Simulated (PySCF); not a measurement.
# C5H12Si2: the cost of one run

Programs: PySCF 2.14.0, with routines of our own; each step states its level. All values are computed. Atoms count from 0.

### 1 The system as given

19 atoms, charge 0, multiplicity 1; geometry from: GFN2-xTB.

### 2 Magnetic properties: GIAO PBE/pcSseg-1

Job settings and geometry (Å):

```
{"job": {"kind": "mag", "xc": "PBE", "basis": "pcSseg-1", "isotopologues": 2}, "charge": 0, "multiplicity": 1}
C      3.443404     0.396424     0.279984
C      2.199519     0.288441     0.718196
Si     1.183310    -1.297043     0.710680
Si    -0.563735    -1.059819    -0.797414
C     -1.650216     0.395489    -0.264600
C     -1.635109     1.562861    -0.892560
C     -2.501320     0.179230     0.949960
H      3.984933    -0.457805    -0.093925
H      3.984785     1.330871     0.273528
H      1.705010     1.183920     1.079002
H      2.080199    -2.417189     0.397861
H      0.723125    -1.514302     2.094283
H     -0.124551    -0.802704    -2.176235
H     -1.429401    -2.249488    -0.850141
H     -1.026922     1.729669    -1.766121
H     -2.231698     2.403582    -0.567753
H     -3.048396     1.081205     1.219634
H     -3.217260    -0.620704     0.764023
H     -1.885481    -0.123388     1.796821
```

Method: GIAO PBE/pcSseg-1 magnetisability, rotational g tensor and spin-rotation constants, non-relativistic, gas phase.

Run with:

```bash
$ OMP_NUM_THREADS=1 python excited_run.py task.json out
```

This one command runs all jobs of the session in turn.

Q: Estimate the wall time and peak memory of this first job on 1 thread of Arm Neoverse N1, shared host.

About 72 s, with a peak of 0.75 GiB.
